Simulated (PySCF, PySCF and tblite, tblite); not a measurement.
# ClGeH₄P₂−: a path driven as pyramidal inversion, and NMR exchange

An exercise on one series of results from a longer session: the logs are not shown, and one member is left open.

Computed with tblite 0.8.0 (tight binding) and PySCF 2.14.0 (DFT, with response routines of our own); each step states its level. Atoms count from 0 throughout.

## The starting structure

8 atoms, charge -1, multiplicity 1; geometry from: force field or distance geometry start.

Bonds of the start (Å): Ge1–Cl3 2.17, Ge1–P2 2.31, P0–Ge1 2.28, P0–H4 1.46, P0–H5 1.45, P2–H6 1.45, P2–H7 1.45.

The first run:

What the job is given:

```
{"job": {"xc": "GFN2-xTB", "basis": "xTB", "kind": "relax"}, "charge": -1, "multiplicity": 1}
P     -2.077300    -0.215100     0.196300
Ge    -0.186100     0.655900    -0.732000
P      1.648800    -0.281700     0.301000
Cl    -0.151000     2.804400    -0.443100
H     -1.634100    -0.007200     1.569300
H     -1.614400    -1.583600     0.128200
H      1.449400    -1.569500    -0.336800
H      2.573800     0.206100    -0.707500
```

Launch:

```sh
$ OMP_NUM_THREADS=1 python ens_run.py task.json out
```

One launch serves the whole session.

Among the steps run: GFN2-xTB relaxation, start minimum; Relaxed scan, inversion; Nudged elastic band, leg 1; Saddle search, leg 1; DFT refinement, start: B3LYP-D3(BJ)/def2-SVP; Shieldings, start: BHandHLYP/pcSseg-1; Shieldings, saddle of leg 1: BHandHLYP/pcSseg-1; Shieldings, end: BHandHLYP/pcSseg-1; Kinetics and line shapes; Shieldings, start: BHandHLYP/pcSseg-1 in benzene; Single-point energy, saddle of leg 1: BHandHLYP/pcSseg-1 in benzene; Shieldings, end: BHandHLYP/pcSseg-1 in benzene; Second level: BHandHLYP/pcSseg-1 + D3(BJ), IEF-PCM benzene; Shieldings, start: PBE0/pcseg-1; Single-point energy, saddle of leg 1: PBE0/pcseg-1; Shieldings, end: PBE0/pcseg-1; Second level: PBE0/pcseg-1 + D3(BJ).

One of the session's tables, all rows but one given; the rest of the session is left out.

It belongs to the step «Second level: PBE0/pcseg-1 + D3(BJ)». Barriers by level (kcal/mol; entropies in cal/(mol K)). Zero-point and thermal terms come from xTB in every row. ΔG‡ leaves symmetry out; the rate counts equivalent paths (a factor of 2); effective ΔG‡, where given, is the barrier that would give that rate by Eyring's equation alone:

```
                      level    ΔE‡  with zero-point    ΔH‡  ΔG‡ (298 K)  k at 298 K (1/s)
                   GFN2-xTB  24.76            23.82  23.73        23.81           4.4e-05
      B3LYP-D3(BJ)/def2-SVP  32.57            31.62  31.54        31.62           8.3e-11
BHandHLYP/pcSseg-1 + D3(BJ)  31.47            30.53  30.44        30.52           5.3e-10
      PBE0/pcseg-1 + D3(BJ)      ?                ?      ?            ?                 ?
```

Estimate the missing values for PBE0/pcseg-1 + D3(BJ).

**Answer.** ΔE‡: 30.35; with zero-point: 29.40; ΔH‡: 29.32; ΔG‡ (298 K): 29.40; k at 298 K (1/s): 3.5e-09. In the column «ΔE‡» it lies between GFN2-xTB (24.76) and BHandHLYP/pcSseg-1 + D3(BJ) (31.47).

Caveats from the session: A saddle search ended well below the top of its band, so the motion through it may differ from the one first driven.
